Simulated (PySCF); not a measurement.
# C7H7F2Si: the cost of one run

Programs: PySCF 2.14.0, with routines of our own; each step states its level. All values are computed. Atoms count from 0.

## 1. The system as given

17 atoms, charge 0, multiplicity 2; geometry from: GFN2-xTB.

## 2. Open-shell or spin-flip excitations: unrestricted TDDFT wB97X-D/def2-SVP

What the job is given:

```
{"job": {"kind": "uabs", "xc": "wB97X-D", "basis": "def2-SVP", "nstates": 10, "tda": false}, "charge": 0, "multiplicity": 2}
F     -1.773987    -1.931562    -0.874212
C     -1.242096    -1.633076     0.351629
F     -0.863363    -2.817685     0.881772
C     -0.112389    -0.653361     0.231404
C      1.164865    -1.007913     0.622836
C      2.208562    -0.101523     0.525596
C      1.961590     1.172488     0.025101
C      0.695078     1.528782    -0.373302
C     -0.388780     0.631644    -0.288439
Si    -2.047844     1.176107    -0.851650
H     -2.074559    -1.246140     0.966651
H      1.345790    -1.999397     1.010428
H      3.202409    -0.384594     0.835148
H      2.770837     1.884040    -0.054919
H      0.516692     2.520693    -0.764298
H     -2.139530     2.527905    -1.367029
H     -3.230273     0.345620    -0.886627
```

Method: unrestricted TDDFT wB97X-D/def2-SVP, vertical, gas phase, core orbitals frozen in the response.

On the command line:

```console
$ OMP_NUM_THREADS=1 python excited_run.py task.json out
```

This one command runs all jobs of the session in turn.

Q: Estimate the wall time and peak memory of this first job on 1 thread of Arm Neoverse V1, shared host.

About 1.8 min, with a peak of 0.77 GiB.
